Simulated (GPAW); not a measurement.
The system is NiMoIrPdW.

```
CELL_PARAMETERS angstrom
2.76078 0.00000 0.00000
-1.38039 2.39090 0.00000
0.00000 0.00000 11.34051
ATOMIC_POSITIONS crystal
Ni 0.00000 0.00000 0.70917
Mo 0.66667 0.33333 0.29425
Pd 0.66667 0.33333 0.89901
Ir 0.00000 0.00000 0.10604
W 0.66667 0.33333 0.52921
```

The cell was built by a generator and needn't be a form met in nature.

Base run:

| Property | Result |
| --- | --- |
| Program | GPAW 26.7.0 |
| Functional | LDA |
| Potentials or basis | the program's PAW data sets (release 1.2.1) made for this functional |
| Cutoff | 600 eV |
| Basis | pw |
| k mesh | 8 × 8 × 2 |
| Occupations | fermi-dirac, width 0.05 eV |
| Spin | collinear spin, ferromagnetic start |
| Starting moments | [1.0, 1.0, 0.0, 0.6, 0.0] μB |

Its results: pressure -14.6 GPa; net moment 0.00 μB per cell; largest force 0.263 eV/Å.

Problem. After a change of settings the same cell gave: pressure -0.1 GPa; net moment 0.00 μB per cell; largest force 0.285 eV/Å. Which change was it?
A. functional from LDA to PBE; potentials or basis from the program's PAW data sets (release 1.2.1) made for this functional to GPAW PAW data sets (gpaw-data 1.2.1)
B. functional from LDA to BLYP; potentials or basis from the program's PAW data sets (release 1.2.1) made for this functional to PAW data sets generated in the run's folder for this functional
C. functional from LDA to PBEsol; potentials or basis from the program's PAW data sets (release 1.2.1) made for this functional to PAW data sets generated in the run's folder for this functional
D. functional from LDA to RPBE

Solution. A.

Caveats: the stock nickel data set gives pressures a few GPa off other programs.
